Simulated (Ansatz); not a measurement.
# P: the cost of one run

Program: Ansatz 0.2.0. Level of theory: DFT r2SCAN, scalar-relativistic, plane waves, PAW. These are calculated values, not measurements.

## (1) The starting structure

Symmetry: R-3m, No. 166, trigonal system. The conventional cell has a = 3.451 Å, b = 3.451 Å, c = 9.389 Å, α = 90.00°, β = 90.00°, γ = 120.00°. Around P (site symmetry 3m) lie 3 P at 2.29 Å.

Structure file:

```
CELL_PARAMETERS angstrom
1.72573 0.99635 3.12968
-1.72573 0.99635 3.12968
0.00000 -1.99270 3.12968
ATOMIC_POSITIONS crystal
P 0.22708 0.22708 0.22708
P 0.77292 0.77292 0.77292
```

It goes back to an entry of the Materials Project, which need not be the stable form.

No relaxation comes first: the listed cell is the starting point.

## (2) The scan: an axial (c/a) deformation path

At fixed volume and fractional coordinates, lengths along (0.000, 0.000, 1.000) are scaled against those across it; ρ is that ratio over its starting value.

## (3) ρ = 0.850

Contents of input.yaml:

```yaml
crystal:
  lattice:
    - [1.8217914528, 1.0518117857, 2.8083154336]
    - [-1.8217914528, 1.0518117857, 2.8083154336]
    - [0.0, -2.1036235713, 2.8083154336]
  atoms:
    - { symbol: P, position: [0.22708025, 0.22708025, 0.22708025] }
    - { symbol: P, position: [0.77291975, 0.77291975, 0.77291975] }
basis:
  ecutwfc: 500
kpoints:
  mp_grid: { grid: [18, 18, 18] }
hamiltonian:
  xc: r2scan
scf:
  occupations: { method: gaussian, width: 0.15 }
output:
  forces: true
  stress: true
  eigenvalues: true
```

The run is started by

```sh
ansatz run input.yaml --threads 1 --pin off --max-ram 2560MiB --backend cpu --events-out ev --progress --plain --runs-dir out
```

What time and memory should one allow on 1 thread of Intel Xeon Platinum 8488C (Sapphire Rapids), shared host?

About 16 s, with a peak of 0.61 GiB.
